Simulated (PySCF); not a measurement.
**Cr²⁺: excitation energy in aug-cc-pwCVTZ**

Each state of chromium is computed at each level; their differences give the excitation energy. How far do the methods differ?

The numbers are computed with PySCF 2.14.0 (unrestricted determinants in a Gaussian basis, no spin-orbit coupling in the energies), except any that are marked as measured or tabulated.

### Step 1. The system

```
Element                                   : chromium (Z = 24)
Basis                                     : aug-cc-pwCVTZ (10s9p7d4f3g, 127 functions)
Hamiltonian                               : no relativity, point nucleus
State 1                                   : Cr²⁺: [Ar] 3d3 4p1, one real determinant (an excited configuration)
Needed too, but not shown                 : Cr²⁺ [Ar] 3d4 (5D)
Methods                                   : UHF, LDA, PBE, PBE0, r2SCAN, PW91, revPBE, wB97X, MP2
Core shells frozen in the correlated runs : valence: [Ar]; valence and next inner shell: [Ne]; all electrons: nothing (for Cr²⁺)
```

Outer shells as boxes (Hund's rule):

Cr2+ [Ar] 3d3 4p1
```
[Ar] core
3d [↑ ][↑ ][↑ ][  ][  ]
4p [↑ ][  ][  ]
```

One driver process ran all states and methods and kept the integrals in memory. Each run is shown as a PySCF script that sums up its settings (the driver passes frozen orbitals as a list and adds second-order terms of double hybrids); the logs are those of the runs themselves. The driver starts from symmetry-adapted Hartree-Fock orbitals, holds the occupation by maximum overlap and uses a logarithmic radial grid for functionals, so a plain start would take other cycles.

The integrals over 127 functions and the set-up took 10 s of CPU time.

### Step 2. Cr²⁺ [Ar] 3d3 4p1: the ladder of methods

#### UHF

File input.py:

```python
from pyscf import gto, scf, dft, mp, cc
import basis_set_exchange as bse
mol = gto.M(atom="Cr 0 0 0", charge=2, spin=4, symmetry="D2h",
            basis=gto.basis.parse(bse.get_basis("aug-cc-pwCVTZ", elements=["Cr"], fmt="nwchem")))
mf = scf.UHF(mol)
mf.irrep_nelec = {'Ag': (3, 3), 'B1g': (1, 0), 'B2g': (1, 0), 'B3g': (1, 0), 'B1u': (2, 2), 'B2u': (3, 2), 'B3u': (2, 2)}
mf.kernel()
```

The program printed:

```text
damping factor = 0
level_shift factor = 0
DIIS = <class 'pyscf.scf.diis.CDIIS'>
diis_start_cycle = 1
diis_space = 10
diis_damp = 0
SCF conv_tol = 1e-09
SCF conv_tol_grad = None
number electrons alpha = 13  beta = 9
cycle= 1 E= -1042.1690879134  delta_E= -0.00872  |g|= 0.0367  |ddm|= 0.0417
cycle= 2 E= -1042.16930385806  delta_E= -0.000216  |g|= 0.0061  |ddm|= 0.0142
cycle= 3 E= -1042.16931047785  delta_E= -6.62e-06  |g|= 0.000368  |ddm|= 0.0104
cycle= 4 E= -1042.16931051058  delta_E= -3.27e-08  |g|= 0.000126  |ddm|= 0.000753
cycle= 5 E= -1042.16931051448  delta_E= -3.9e-09  |g|= 2.29e-05  |ddm|= 0.000719
cycle= 6 E= -1042.16931051476  delta_E= -2.77e-10  |g|= 1.95e-06  |ddm|= 0.000463
converged SCF energy = -1042.16931051476  <S^2> = 6.0026135  2S+1 = 5.0010453
```

It used 7.9 s of CPU time after the integrals (shared host).

The occupied shells:

```tsv
shell	electrons	mean orbital energy (eV)	spread (eV)	rms radius (bohr)
1s α	1	-6028.8	0	0.0743
1s β	1	-6028.7	0	0.0743
2s α	1	-747.40	0	0.319
2s β	1	-745.11	0	0.319
2p α	3	-636.55	0.106	0.288
2p β	3	-634.25	0.129	0.288
3s α	1	-124.05	0	0.961
3s β	1	-117.06	0	0.961
3p α	3	-90.518	0.119	1.02
3p β	3	-82.004	0.443	1.02
3d α	3	-41.038	0.182	1.22
4p α	1	-18.653	0	3.29
```

⟨S²⟩ = 6.003, ⟨L²⟩ = 14.03.

Spin-orbit constants on these orbitals (cm⁻¹; bare nucleus, screened nucleus, mean field): 3d 545.4, 318.1, n/a; 4p 455.7, 417.7, n/a. To first order in LS coupling the lowest level has J = 2 and lies 0.106 eV below the centre of the term.

⟨L²⟩ = 14.03 against 20 for a pure G term, so this real determinant mixes terms.

#### LDA

input.py differs from the last one in:

```diff
@@ -4,3 +4,3 @@
             basis=gto.basis.parse(bse.get_basis("aug-cc-pwCVTZ", elements=["Cr"], fmt="nwchem")))
-mf = scf.UHF(mol)
+mf = dft.UKS(mol, xc="LDA,VWN")
 mf.irrep_nelec = {'Ag': (3, 3), 'B1g': (1, 0), 'B2g': (1, 0), 'B3g': (1, 0), 'B1u': (2, 2), 'B2u': (3, 2), 'B3u': (2, 2)}
```

The program printed:

```text
damping factor = 0
level_shift factor = 0
DIIS = <class 'pyscf.scf.diis.CDIIS'>
diis_start_cycle = 1
diis_space = 10
diis_damp = 0
SCF conv_tol = 1e-09
SCF conv_tol_grad = None
number electrons alpha = 13  beta = 9
XC functionals = LDA,VWN
    P. A. M. Dirac.,  Math. Proc. Cambridge Philos. Soc. 26, 376 (1930)
    F. Bloch.,  Z. Phys. 57, 545 (1929)
    S. H. Vosko, L. Wilk, and M. Nusair.,  Can. J. Phys. 58, 1200 (1980)
cycle= 1 E= -1040.84505351306  delta_E= -0.0229  |g|= 0.0326  |ddm|=  1.4
cycle= 2 E= -1040.84509465975  delta_E= -4.11e-05  |g|= 0.0133  |ddm|= 0.424
cycle= 3 E= -1040.84511189021  delta_E= -1.72e-05  |g|= 0.00473  |ddm|= 0.0499
cycle= 4 E= -1040.84511538649  delta_E= -3.5e-06  |g|= 0.000148  |ddm|= 0.0187
cycle= 5 E= -1040.8451153915  delta_E= -5.01e-09  |g|= 1.99e-05  |ddm|= 0.00284
cycle= 6 E= -1040.84511539158  delta_E= -7.91e-11  |g|= 3.81e-07  |ddm|= 0.000264
converged SCF energy = -1040.84511539158  <S^2> = 6.0002146  2S+1 = 5.0000858
```

It used 3.2 s of CPU time after the integrals (shared host).

#### PBE

input.py differs from the last one in:

```diff
@@ -4,3 +4,3 @@
             basis=gto.basis.parse(bse.get_basis("aug-cc-pwCVTZ", elements=["Cr"], fmt="nwchem")))
-mf = dft.UKS(mol, xc="LDA,VWN")
+mf = dft.UKS(mol, xc="PBE")
 mf.irrep_nelec = {'Ag': (3, 3), 'B1g': (1, 0), 'B2g': (1, 0), 'B3g': (1, 0), 'B1u': (2, 2), 'B2u': (3, 2), 'B3u': (2, 2)}
```

The program printed:

```text
damping factor = 0
level_shift factor = 0
DIIS = <class 'pyscf.scf.diis.CDIIS'>
diis_start_cycle = 1
diis_space = 10
diis_damp = 0
SCF conv_tol = 1e-09
SCF conv_tol_grad = None
number electrons alpha = 13  beta = 9
XC functionals = PBE
    J. P. Perdew, K. Burke, and M. Ernzerhof.,  Phys. Rev. Lett. 77, 3865 (1996)
    J. P. Perdew, K. Burke, and M. Ernzerhof.,  Phys. Rev. Lett. 78, 1396 (1997)
    J. P. Perdew, K. Burke, and M. Ernzerhof.,  Phys. Rev. Lett. 77, 3865 (1996)
    J. P. Perdew, K. Burke, and M. Ernzerhof.,  Phys. Rev. Lett. 78, 1396 (1997)
cycle= 1 E= -1042.89366358439  delta_E= -0.0142  |g|= 0.0118  |ddm|= 1.92
cycle= 2 E= -1042.89369327211  delta_E= -2.97e-05  |g|= 0.00154  |ddm|= 0.532
cycle= 3 E= -1042.89369362331  delta_E= -3.51e-07  |g|= 0.000154  |ddm|= 0.041
cycle= 4 E= -1042.89369363097  delta_E= -7.66e-09  |g|= 3.62e-05  |ddm|= 0.00826
cycle= 5 E= -1042.89369363115  delta_E= -1.71e-10  |g|= 1.85e-05  |ddm|= 0.000548
converged SCF energy = -1042.89369363115  <S^2> = 6.0004134  2S+1 = 5.0001653
```

It used 4.3 s of CPU time after the integrals (shared host).

#### PBE0

input.py differs from the last one in:

```diff
@@ -4,3 +4,3 @@
             basis=gto.basis.parse(bse.get_basis("aug-cc-pwCVTZ", elements=["Cr"], fmt="nwchem")))
-mf = dft.UKS(mol, xc="PBE")
+mf = dft.UKS(mol, xc="PBE0")
 mf.irrep_nelec = {'Ag': (3, 3), 'B1g': (1, 0), 'B2g': (1, 0), 'B3g': (1, 0), 'B1u': (2, 2), 'B2u': (3, 2), 'B3u': (2, 2)}
```

The program printed:

```text
damping factor = 0
level_shift factor = 0
DIIS = <class 'pyscf.scf.diis.CDIIS'>
diis_start_cycle = 1
diis_space = 10
diis_damp = 0
SCF conv_tol = 1e-09
SCF conv_tol_grad = None
number electrons alpha = 13  beta = 9
XC functionals = PBE0
    C. Adamo and V. Barone.,  J. Chem. Phys. 110, 6158 (1999)
    M. Ernzerhof and G. E. Scuseria.,  J. Chem. Phys. 110, 5029 (1999)
cycle= 1 E= -1042.93965854258  delta_E= -0.00909  |g|= 0.015  |ddm|= 1.42
cycle= 2 E= -1042.93973351227  delta_E= -7.5e-05  |g|= 0.00638  |ddm|= 0.561
cycle= 3 E= -1042.93974004742  delta_E= -6.54e-06  |g|= 0.00224  |ddm|= 0.0999
cycle= 4 E= -1042.93974091643  delta_E= -8.69e-07  |g|= 0.000117  |ddm|= 0.0455
cycle= 5 E= -1042.93974092635  delta_E= -9.92e-09  |g|= 2.38e-05  |ddm|= 0.0109
cycle= 6 E= -1042.93974092652  delta_E= -1.75e-10  |g|= 8.93e-07  |ddm|= 0.00121
converged SCF energy = -1042.93974092652  <S^2> = 6.0007606  2S+1 = 5.0003042
```

It used 7.8 s of CPU time after the integrals (shared host).

#### r2SCAN

input.py differs from the last one in:

```diff
@@ -4,3 +4,3 @@
             basis=gto.basis.parse(bse.get_basis("aug-cc-pwCVTZ", elements=["Cr"], fmt="nwchem")))
-mf = dft.UKS(mol, xc="PBE0")
+mf = dft.UKS(mol, xc="R2SCAN")
 mf.irrep_nelec = {'Ag': (3, 3), 'B1g': (1, 0), 'B2g': (1, 0), 'B3g': (1, 0), 'B1u': (2, 2), 'B2u': (3, 2), 'B3u': (2, 2)}
```

The program printed:

```text
damping factor = 0
level_shift factor = 0
DIIS = <class 'pyscf.scf.diis.CDIIS'>
diis_start_cycle = 1
diis_space = 10
diis_damp = 0
SCF conv_tol = 1e-09
SCF conv_tol_grad = None
number electrons alpha = 13  beta = 9
XC functionals = R2SCAN
    J. W. Furness, A. D. Kaplan, J. Ning, J. P. Perdew, and J. Sun.,  J. Phys. Chem. Lett. 11, 8208-8215 (2020)
    J. W. Furness, A. D. Kaplan, J. Ning, J. P. Perdew, and J. Sun.,  J. Phys. Chem. Lett. 11, 9248-9248 (2020)
    J. W. Furness, A. D. Kaplan, J. Ning, J. P. Perdew, and J. Sun.,  J. Phys. Chem. Lett. 11, 8208-8215 (2020)
    J. W. Furness, A. D. Kaplan, J. Ning, J. P. Perdew, and J. Sun.,  J. Phys. Chem. Lett. 11, 9248-9248 (2020)
cycle= 1 E= -1043.1216659443  delta_E= -0.0103  |g|= 0.0158  |ddm|= 1.72
cycle= 2 E= -1043.12172913468  delta_E= -6.32e-05  |g|= 0.00384  |ddm|= 0.577
cycle= 3 E= -1043.12173111883  delta_E= -1.98e-06  |g|= 0.00232  |ddm|= 0.102
cycle= 4 E= -1043.12173194148  delta_E= -8.23e-07  |g|= 0.000155  |ddm|= 0.0223
cycle= 5 E= -1043.12173194742  delta_E= -5.94e-09  |g|= 1.33e-05  |ddm|= 0.00579
cycle= 6 E= -1043.12173194752  delta_E= -1.03e-10  |g|= 8.94e-07  |ddm|= 0.00114
converged SCF energy = -1043.12173194752  <S^2> = 6.0011049  2S+1 = 5.0004419
```

CPU time 10 s on a shared host, the integrals not counted.

#### PW91

input.py differs from the last one in:

```diff
@@ -4,3 +4,3 @@
             basis=gto.basis.parse(bse.get_basis("aug-cc-pwCVTZ", elements=["Cr"], fmt="nwchem")))
-mf = dft.UKS(mol, xc="R2SCAN")
+mf = dft.UKS(mol, xc="PW91,PW91")
 mf.irrep_nelec = {'Ag': (3, 3), 'B1g': (1, 0), 'B2g': (1, 0), 'B3g': (1, 0), 'B1u': (2, 2), 'B2u': (3, 2), 'B3u': (2, 2)}
```

The program printed:

```text
damping factor = 0
level_shift factor = 0
DIIS = <class 'pyscf.scf.diis.CDIIS'>
diis_start_cycle = 1
diis_space = 10
diis_damp = 0
SCF conv_tol = 1e-09
SCF conv_tol_grad = None
number electrons alpha = 13  beta = 9
XC functionals = PW91,PW91
    J. P. Perdew. In P. Ziesche and H. Eschrig, editors, Proceedings of the 75. WE-Heraeus-Seminar and 21st Annual International Symposium on Electronic Structure of Solids, 11. Berlin, 1991. Akademie Verlag.
    J. P. Perdew, J. A. Chevary, S. H. Vosko, K. A. Jackson, M. R. Pederson, D. J. Singh, and C. Fiolhais.,  Phys. Rev. B 46, 6671 (1992)
    J. P. Perdew, J. A. Chevary, S. H. Vosko, K. A. Jackson, M. R. Pederson, D. J. Singh, and C. Fiolhais.,  Phys. Rev. B 48, 4978 (1993)
    J. P. Perdew. In P. Ziesche and H. Eschrig, editors, Proceedings of the 75. WE-Heraeus-Seminar and 21st Annual International Symposium on Electronic Structure of Solids, 11. Berlin, 1991. Akademie Verlag.
    J. P. Perdew, J. A. Chevary, S. H. Vosko, K. A. Jackson, M. R. Pederson, D. J. Singh, and C. Fiolhais.,  Phys. Rev. B 46, 6671 (1992)
    J. P. Perdew, J. A. Chevary, S. H. Vosko, K. A. Jackson, M. R. Pederson, D. J. Singh, and C. Fiolhais.,  Phys. Rev. B 48, 4978 (1993)
cycle= 1 E= -1043.18563564331  delta_E= -0.0154  |g|= 0.0152  |ddm|= 2.09
cycle= 2 E= -1043.18566971983  delta_E= -3.41e-05  |g|= 0.00957  |ddm|= 0.558
cycle= 3 E= -1043.18568240681  delta_E= -1.27e-05  |g|= 0.00184  |ddm|= 0.0499
cycle= 4 E= -1043.18568296794  delta_E= -5.61e-07  |g|= 0.000124  |ddm|= 0.0199
cycle= 5 E= -1043.18568297134  delta_E= -3.4e-09  |g|= 1.19e-05  |ddm|= 0.00377
cycle= 6 E= -1043.18568297137  delta_E= -3.12e-11  |g|= 5.63e-07  |ddm|= 0.000269
converged SCF energy = -1043.18568297137  <S^2> = 6.0004171  2S+1 = 5.0001668
```

CPU time 5 s on a shared host, the integrals not counted.

#### revPBE

input.py differs from the last one in:

```diff
@@ -4,3 +4,3 @@
             basis=gto.basis.parse(bse.get_basis("aug-cc-pwCVTZ", elements=["Cr"], fmt="nwchem")))
-mf = dft.UKS(mol, xc="PW91,PW91")
+mf = dft.UKS(mol, xc="PBE_R,PBE")
 mf.irrep_nelec = {'Ag': (3, 3), 'B1g': (1, 0), 'B2g': (1, 0), 'B3g': (1, 0), 'B1u': (2, 2), 'B2u': (3, 2), 'B3u': (2, 2)}
```

The program printed:

```text
damping factor = 0
level_shift factor = 0
DIIS = <class 'pyscf.scf.diis.CDIIS'>
diis_start_cycle = 1
diis_space = 10
diis_damp = 0
SCF conv_tol = 1e-09
SCF conv_tol_grad = None
number electrons alpha = 13  beta = 9
XC functionals = PBE_R,PBE
    Y. Zhang and W. Yang.,  Phys. Rev. Lett. 80, 890 (1998)
    J. P. Perdew, K. Burke, and M. Ernzerhof.,  Phys. Rev. Lett. 77, 3865 (1996)
    J. P. Perdew, K. Burke, and M. Ernzerhof.,  Phys. Rev. Lett. 78, 1396 (1997)
cycle= 1 E= -1043.03737354267  delta_E= -0.013  |g|= 0.0116  |ddm|= 2.42
cycle= 2 E= -1043.03740912267  delta_E= -3.56e-05  |g|= 0.00228  |ddm|= 0.701
cycle= 3 E= -1043.03740980283  delta_E= -6.8e-07  |g|= 0.0012  |ddm|= 0.0676
cycle= 4 E= -1043.03741002715  delta_E= -2.24e-07  |g|= 0.000272  |ddm|= 0.011
cycle= 5 E= -1043.03741003901  delta_E= -1.19e-08  |g|= 9.47e-06  |ddm|= 0.00555
cycle= 6 E= -1043.03741003903  delta_E= -2.09e-11  |g|= 7.65e-07  |ddm|= 0.000325
converged SCF energy = -1043.03741003903  <S^2> = 6.0004516  2S+1 = 5.0001807
```

CPU time 5.2 s on a shared host, the integrals not counted.

#### wB97X

input.py differs from the last one in:

```diff
@@ -4,3 +4,3 @@
             basis=gto.basis.parse(bse.get_basis("aug-cc-pwCVTZ", elements=["Cr"], fmt="nwchem")))
-mf = dft.UKS(mol, xc="PBE_R,PBE")
+mf = dft.UKS(mol, xc="WB97X")
 mf.irrep_nelec = {'Ag': (3, 3), 'B1g': (1, 0), 'B2g': (1, 0), 'B3g': (1, 0), 'B1u': (2, 2), 'B2u': (3, 2), 'B3u': (2, 2)}
```

The program printed:

```text
damping factor = 0
level_shift factor = 0
DIIS = <class 'pyscf.scf.diis.CDIIS'>
diis_start_cycle = 1
diis_space = 10
diis_damp = 0
SCF conv_tol = 1e-09
SCF conv_tol_grad = None
number electrons alpha = 13  beta = 9
XC functionals = WB97X
    J.-D. Chai and M. Head-Gordon.,  J. Chem. Phys. 128, 084106 (2008)
cycle= 1 E= -1043.14353021041  delta_E= -0.00881  |g|= 0.0223  |ddm|= 0.794
cycle= 2 E= -1043.14372682874  delta_E= -0.000197  |g|= 0.0114  |ddm|= 0.601
cycle= 3 E= -1043.14375543191  delta_E= -2.86e-05  |g|= 0.00243  |ddm|= 0.204
cycle= 4 E= -1043.14376106351  delta_E= -5.63e-06  |g|= 0.000496  |ddm|= 0.198
cycle= 5 E= -1043.14376153457  delta_E= -4.71e-07  |g|= 7.78e-05  |ddm|= 0.0787
cycle= 6 E= -1043.14376154335  delta_E= -8.78e-09  |g|= 7.2e-06  |ddm|= 0.0123
cycle= 7 E= -1043.14376154342  delta_E= -6.66e-11  |g|= 1.05e-06  |ddm|= 0.000571
converged SCF energy = -1043.14376154342  <S^2> = 6.0007234  2S+1 = 5.0002894
```

It used 21 s of CPU time after the integrals (shared host).

#### MP2 (valence)

input.py differs from the last one in:

```diff
@@ -4,4 +4,5 @@
             basis=gto.basis.parse(bse.get_basis("aug-cc-pwCVTZ", elements=["Cr"], fmt="nwchem")))
-mf = dft.UKS(mol, xc="WB97X")
+mf = scf.UHF(mol)
 mf.irrep_nelec = {'Ag': (3, 3), 'B1g': (1, 0), 'B2g': (1, 0), 'B3g': (1, 0), 'B1u': (2, 2), 'B2u': (3, 2), 'B3u': (2, 2)}
 mf.kernel()
+mp.UMP2(mf, frozen=9).kernel()
```

The driver printed no log here.

It used 1.4 s of CPU time after the integrals (shared host).

With 4 electrons correlated, the MP2 correlation energy is -0.02684 hartree (-0.02684 same spin, 0.00000 opposite spin); the SCS form gives -0.00895. Largest pairs of shells: 3d-3d -0.0194, 3d-4p -0.0074, 4p-4p 0.0000.

### Step 3. Cr²⁺ [Ar] 3d3 4p1, continued

#### MP2 (valence and next inner shell)

Changes to input.py since step 2:

```diff
@@ -7,2 +7,2 @@
 mf.kernel()
-mp.UMP2(mf, frozen=9).kernel()
+mp.UMP2(mf, frozen=5).kernel()
```

No log was kept for this step.

It used 4.6 s of CPU time after the integrals (shared host).

With 12 electrons correlated, the MP2 correlation energy is -0.38633 hartree (-0.11398 same spin, -0.27236 opposite spin); the SCS form gives -0.36482. Largest pairs of shells: 3p-3d -0.1337, 3p-3p -0.1314, 3s-3p -0.0482, 3s-3d -0.0250, 3d-3d -0.0194.

#### MP2 (all electrons)

input.py differs from the last one in:

```diff
@@ -7,2 +7,2 @@
 mf.kernel()
-mp.UMP2(mf, frozen=5).kernel()
+mp.UMP2(mf, frozen=0).kernel()
```

No log was kept for this step.

CPU time 6 s on a shared host, the integrals not counted.

With 22 electrons correlated, the MP2 correlation energy is -0.59871 hartree (-0.18433 same spin, -0.41438 opposite spin); the SCS form gives -0.55870. Largest pairs of shells: 3p-3d -0.1337, 3p-3p -0.1314, 2p-2p -0.0967, 3s-3p -0.0482, 2p-3p -0.0432.

Radial density 4πr²ρ of Cr²⁺ at UHF:

```tsv
r (bohr)	density	spin density
0.000867	0.0844	0.000
0.00146	0.232	0.000
0.00245	0.626	0.000
0.00413	1.64	0.000
0.00694	4.04	0.000
0.0117	9.12	-0.001
0.0196	17.7	-0.001
0.0330	26.6	-0.001
0.0556	27.6	0.002
0.0935	22.0	0.016
0.157	28.1	0.074
0.264	27.6	0.402
0.445	10.8	1.546
0.748	13.1	2.778
1.26	6.30	1.759
2.12	0.890	0.653
3.56	0.308	0.307
5.99	0.0207	0.021
10.1	1.57e-05	0.000
```

### Step 4. The energy differences

Excitation energy: Cr²⁺ [Ar] 3d4 (5D) → Cr²⁺ [Ar] 3d3 4p1 (high-spin determinant).

```tsv
method	value (eV)
UHF	11.269
LDA	12.124
PBE	11.768
PBE0	11.844
r2SCAN	11.643
PW91	11.795
revPBE	11.731
wB97X	12.076
MP2 (valence)	11.755
SCS-MP2 (valence)	11.431
MP2 (valence and next inner shell)	12.205
SCS-MP2 (valence and next inner shell)	11.871
MP2 (all electrons)	12.237
SCS-MP2 (all electrons)	11.892
```

A first-order spin-orbit estimate (lowest level to lowest level, LS coupling) adds -0.053 eV. The determinant of Cr2+ mixes LS terms, which raises its energy at the Hartree-Fock and MP2 levels.

The differences also use runs on Cr²⁺ [Ar] 3d4 (5D), which are not shown here.

### Step 5. What came out

```
                              quantity                                      value
excitation energy, Cr²⁺ → [Ar] 3d3 4p1  UHF 11.269, MP2 (all electrons) 12.237 eV
```

What this shows: The methods span 0.968 eV, from UHF (11.269) to MP2 (all electrons) (12.237). No reference value is at hand in this session. The basis is finite, and no extrapolation was made.
